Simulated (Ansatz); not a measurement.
# C2H6InN: the cost of one run

All numbers below are computed with Ansatz 0.2.0 (RHF/def2-SVP).

### 1 The system as given

Bond lengths: C1–C2 1.501 Å, C2–N3 1.250 Å, N3–In4 2.103 Å, C1–H5 1.091 Å, C1–H6 1.094 Å, C1–H7 1.091 Å, C2–H8 1.098 Å, In4–H9 1.721 Å, In4–H10 1.759 Å. Angles: C1–C2–N3 128.1°, C1–C2–H8 114.0°, N3–C2–H8 117.9°, C2–C1–H5 109.7°, C2–C1–H6 110.2°, C2–C1–H7 109.6°, H5–C1–H6 109.8°, H5–C1–H7 107.8°, H6–C1–H7 109.8°, C2–N3–In4 126.2°, N3–In4–H9 111.2°, N3–In4–H10 131.8°, H9–In4–H10 117.1°.

Structure file:

```xyz
10

C     0.9064   -1.0024   -0.4912
C    -0.0210   -0.9950    0.6884
N    -0.7864   -0.0798    1.0615
In   -1.0322    1.7904    0.1325
H     0.6440   -1.8239   -1.1591
H     0.8401   -0.0517   -1.0292
H     1.9302   -1.1635   -0.1513
H    -0.0028   -1.9220    1.2772
H    -2.1534    2.7704    0.9957
H    -0.3250    2.4775   -1.3243
```

### 2 End point A

input.yaml reads:

```yaml
crystal:
  periodic: [false, false, false]
  atoms:
    - { symbol: C, position_ang: [0.90642, -1.00236, -0.49119] }
    - { symbol: C, position_ang: [-0.02105, -0.99497, 0.68836] }
    - { symbol: "N", position_ang: [-0.78636, -0.07978, 1.0615] }
    - { symbol: In, position_ang: [-1.0322, 1.79039, 0.1325] }
    - { symbol: H, position_ang: [0.64402, -1.82389, -1.15911] }
    - { symbol: H, position_ang: [0.84013, -0.05175, -1.02925] }
    - { symbol: H, position_ang: [1.93021, -1.16353, -0.15134] }
    - { symbol: H, position_ang: [-0.00281, -1.92201, 1.27719] }
    - { symbol: H, position_ang: [-2.15338, 2.77044, 0.99566] }
    - { symbol: H, position_ang: [-0.32497, 2.47747, -1.32433] }
basis:
  gaussian: { orbitals: def2-SVP }
hamiltonian:
  xc: hf
relax:
  f_tol: 0.02
  max_steps: 50
```

Command:

```console
> ansatz run input.yaml --threads 2 --pin off --max-ram 3072MiB --backend cpu --events-out ev --progress --plain --runs-dir out
```

What time and memory should one allow on 2 threads of AMD EPYC 7B13 (Zen 3), shared host?

About 42 s, with a peak of 0.22 GiB.
